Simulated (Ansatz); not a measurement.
# CH₆O₂Si: how energies converge with the basis set

How large a basis does CH₆O₂Si need? Two functionals and correlated methods are run in growing sets.

The runs use Ansatz 0.2.0, Gaussian basis; one geometry, several basis sets.

The runs, in order: PBE0-D4/def2-SVP; ωB97M-V/def2-SVP; PBE0-D4/def2-QZVPP; ωB97M-V/def2-QZVPP; CCSD(T)/cc-pV(D+d)Z; CCSD(T)/cc-pV(T+d)Z; CCSD(T)/cc-pV(Q+d)Z; the functionals' def2-TZVPP values are taken from earlier runs.

### 1 The geometry

All runs share one geometry, relaxed beforehand with PBE0-D4 in a triple-zeta def2 set.

SMILES `C[SiH](O)O`, 10 atoms, charge 0, spin multiplicity 1.

Atoms are counted from 1 here; the program's logs count them from 0.

Bond lengths: C1–Si2 1.852 Å, C1–H5 1.093 Å, C1–H6 1.093 Å, C1–H7 1.092 Å, Si2–O3 1.647 Å, Si2–O4 1.647 Å, Si2–H8 1.484 Å, O3–H9 0.958 Å, O4–H10 0.958 Å. Angles: Si2–C1–H5 111.0°, Si2–C1–H6 110.6°, Si2–C1–H7 110.8°, H5–C1–H6 107.7°, H5–C1–H7 108.3°, H6–C1–H7 108.3°, C1–Si2–O3 105.2°, C1–Si2–O4 112.8°, C1–Si2–H8 113.0°, O3–Si2–O4 112.2°, O3–Si2–H8 110.8°, O4–Si2–H8 103.1°, Si2–O3–H9 117.2°, Si2–O4–H10 117.6°.

Geometry (Å):

```mol
CH6O2Si
  3D, bonds by distance, orders not assigned

 10  9  0  0  0  0  0  0  0  0999 V2000
   -1.2930    0.3478   -0.1464 C   0  0
    0.5175    0.1800    0.2068 Si  0  0
    0.6504   -1.1560    1.1608 O   0  0
    1.4250    0.0585   -1.1616 O   0  0
   -1.6811   -0.5498   -0.6356 H   0  0
   -1.8534    0.4891    0.7808 H   0  0
   -1.4844    1.2038   -0.7974 H   0  0
    1.0886    1.3699    0.8847 H   0  0
    1.5215   -1.3669    1.4998 H   0  0
    1.1921   -0.6276   -1.7889 H   0  0
  1  2  8  0
  2  3  8  0
  2  4  8  0
  1  5  8  0
  1  6  8  0
  1  7  8  0
  2  8  8  0
  3  9  8  0
  4 10  8  0
M  END
```

### 2 PBE0-D4 in def2-SVP

File in.yaml:

```yaml
crystal:
  periodic: [false, false, false]
  atoms:
    - {symbol: C, position_ang: [-1.293045, 0.347810, -0.146437]}
    - {symbol: Si, position_ang: [0.517513, 0.180008, 0.206826]}
    - {symbol: O, position_ang: [0.650426, -1.156001, 1.160823]}
    - {symbol: O, position_ang: [1.425043, 0.058513, -1.161614]}
    - {symbol: H, position_ang: [-1.681107, -0.549765, -0.635582]}
    - {symbol: H, position_ang: [-1.853443, 0.489093, 0.780777]}
    - {symbol: H, position_ang: [-1.484434, 1.203829, -0.797368]}
    - {symbol: H, position_ang: [1.088630, 1.369882, 0.884667]}
    - {symbol: H, position_ang: [1.521460, -1.366939, 1.499789]}
    - {symbol: H, position_ang: [1.192056, -0.627628, -1.788880]}
basis:
  gaussian: {orbitals: def2-SVP}
hamiltonian: {xc: pbe0, dispersion: d4}
output: {orbitals: {seedname: orbitals}}
```

On the command line:

```sh
> ansatz run in.yaml --threads 2 --pin off --events-out ev --progress --plain --max-ram 32768MiB --backend cpu
```

The runs that follow: ωB97M-V in def2-SVP; PBE0-D4 in def2-QZVPP; ωB97M-V in def2-QZVPP; CCSD(T) in cc-pV(D+d)Z; CCSD(T) in cc-pV(T+d)Z; CCSD(T) in cc-pV(Q+d)Z.

**Question.** What will the summary of the whole plan be? Wanted: MP2 correlation recovered, cc-pV(D+d)Z; MP2 correlation recovered, cc-pV(T+d)Z; MP2 correlation recovered, cc-pV(Q+d)Z; CCSD(T) limit from def2 sets; PBE0-D4: double and triple zeta above quadruple; ωB97M-V: double and triple zeta above quadruple.

**Answer**, as computed:

| quantity | value |
| --- | --- |
| MP2 correlation recovered, cc-pV(D+d)Z | 69.8 % |
| MP2 correlation recovered, cc-pV(T+d)Z | 88.4 % |
| MP2 correlation recovered, cc-pV(Q+d)Z | 95.2 % |
| CCSD(T) limit from def2 sets (earlier runs) less the limit of this series | -9 meV |
| PBE0-D4: double and triple zeta above quadruple | 10.14, 0.60 eV |
| ωB97M-V: double and triple zeta above quadruple | 10.33, 0.56 eV |

**Reading.** PBE0-D4 gains 9.54 eV from double to triple zeta, then 0.60 eV more. Correlation climbs from 70 % (cc-pV(D+d)Z) to 95 % (cc-pV(Q+d)Z) of the limit; Hartree-Fock is 0.163 eV from its own by then. A limit from the def2 sets, made apart, differs by 9 meV, a least measure of the doubt on such a limit. Total energies overstate the basis error of differences, where much of it tends to cancel. The LUMO of ωB97M-V is positive and keeps falling with the basis (3.13 to 1.50 eV): an unbound level that the basis holds in place.
